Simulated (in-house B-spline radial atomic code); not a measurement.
# Sc²⁺: excited configurations

Wanted: excitation energies of Sc²⁺ as differences of total energies (ΔSCF).

The numbers are computed with in-house B-spline radial atomic code version 1 (non-relativistic TPSSh, spin-polarised, spherical density, exact exchange averaged over the configuration, point nucleus, basis-set limit), except any that are marked as measured or tabulated.

**1. What is computed**

- element: scandium (Z = 21)
- charge: +2
- electrons: 19
- configuration: [Ar] 3d1
- Hamiltonian: non-relativistic
- nucleus: point

Outer shells as boxes (Hund's rule):

[Ar] 3d1
```
[Ar] core
3d [↑ ][  ][  ][  ][  ]
```

Where spins are not typed, each open shell is filled with up spins first.

**2. The reference configuration**

Settings of the run:

```ini
Z = 21
electrons = 19.0
configuration = [Ar] 3d1
hamiltonian = nr
method = tpssh
spin_polarised = True
exact_exchange = averaged over the configuration
```

The run is started by

```bash
> python run_scf.py task.json out
```

task.json lists these runs, among others, and the program works through them in turn.

**3. Configuration [Ar] 4p1**

Changes to the settings of step 2:

```diff
@@ -2,3 +2,3 @@
 electrons = 19.0
-configuration = [Ar] 3d1
+configuration = [Ar] 4p1
 hamiltonian = nr
```

**4. [Ar] 4f1**

Changes to the settings of step 3:

```diff
@@ -2,3 +2,3 @@
 electrons = 19.0
-configuration = [Ar] 4p1
+configuration = [Ar] 4f1
 hamiltonian = nr
```

**5. [Ne] 3s2 3p5 3d1 4d1**

Changes to the settings of step 4:

```diff
@@ -2,3 +2,3 @@
 electrons = 19.0
-configuration = [Ar] 4f1
+configuration = [Ne] 3s2 3p5 3d1 4d1
 hamiltonian = nr
```

**6. Run with [Ne] 3s2 3p5 3d1 4f1**

Changes to the settings of step 5:

```diff
@@ -2,3 +2,3 @@
 electrons = 19.0
-configuration = [Ne] 3s2 3p5 3d1 4d1
+configuration = [Ne] 3s2 3p5 3d1 4f1
 hamiltonian = nr
```

**7. [Ne] 3s2 3p5 3d1 4p1**

Changes to the settings of step 6:

```diff
@@ -2,3 +2,3 @@
 electrons = 19.0
-configuration = [Ne] 3s2 3p5 3d1 4f1
+configuration = [Ne] 3s2 3p5 3d1 4p1
 hamiltonian = nr
```

**8. Configuration [Ne] 3s2 3p5 3d2**

Changes to the settings of step 7:

```diff
@@ -2,3 +2,3 @@
 electrons = 19.0
-configuration = [Ne] 3s2 3p5 3d1 4p1
+configuration = [Ne] 3s2 3p5 3d2
 hamiltonian = nr
```

**9. Configuration [Ar] 4d1**

Changes to the settings of step 8:

```diff
@@ -2,3 +2,3 @@
 electrons = 19.0
-configuration = [Ne] 3s2 3p5 3d2
+configuration = [Ar] 4d1
 hamiltonian = nr
```

**10. Configuration [Ne] 3s2 3p5 3d1 4s1**

Changes to the settings of step 9:

```diff
@@ -2,3 +2,3 @@
 electrons = 19.0
-configuration = [Ar] 4d1
+configuration = [Ne] 3s2 3p5 3d1 4s1
 hamiltonian = nr
```

**11. Configuration [Ar] 4s1**

Changes to the settings of step 10:

```diff
@@ -2,3 +2,3 @@
 electrons = 19.0
-configuration = [Ne] 3s2 3p5 3d1 4s1
+configuration = [Ar] 4s1
 hamiltonian = nr
```

Q: How far above the reference does each configuration lie (order and size, in eV)?

As calculated:

| net move | configuration | 2|M_S|+1 | energy above the reference (eV) | largest <r> (bohr) |
| --- | --- | --- | --- | --- |
| 3d → 4s | [Ar] 4s1 | 2 | 3.636 | 2.97 |
| 3d → 4p | [Ar] 4p1 | 2 | 7.978 | 3.43 |
| 3d → 4d | [Ar] 4d1 | 2 | 13.678 | 4.60 |
| 3d → 4f | [Ar] 4f1 | 2 | 17.072 | 5.79 |
| 3p → 3d | [Ne] 3s2 3p5 3d2 | 4 | 29.471 | 1.48 |
| 3p → 4s | [Ne] 3s2 3p5 3d1 4s1 | 4 | 34.555 | 2.90 |
| 3p → 4p | [Ne] 3s2 3p5 3d1 4p1 | 4 | 39.084 | 3.35 |
| 3p → 4d | [Ne] 3s2 3p5 3d1 4d1 | 4 | 44.927 | 4.55 |
| 3p → 4f | [Ne] 3s2 3p5 3d1 4f1 | 4 | 48.488 | 5.76 |

At the bottom stands 3d → 4s (3.636 eV), at the top 3p → 4f (48.488 eV). 4 of them lie more than 60 % above minus the reference's highest level (18.913 eV), in the range where a state can decay by emitting an electron. Two partly filled shells share a symmetry and can mix in the average, which may lower the energy, for: 3p → 4d. The reference has 2|M_S|+1 = 2; 5 of the configurations differ from it in spin. These are spherical averages at the typed spins, not spectroscopic levels.
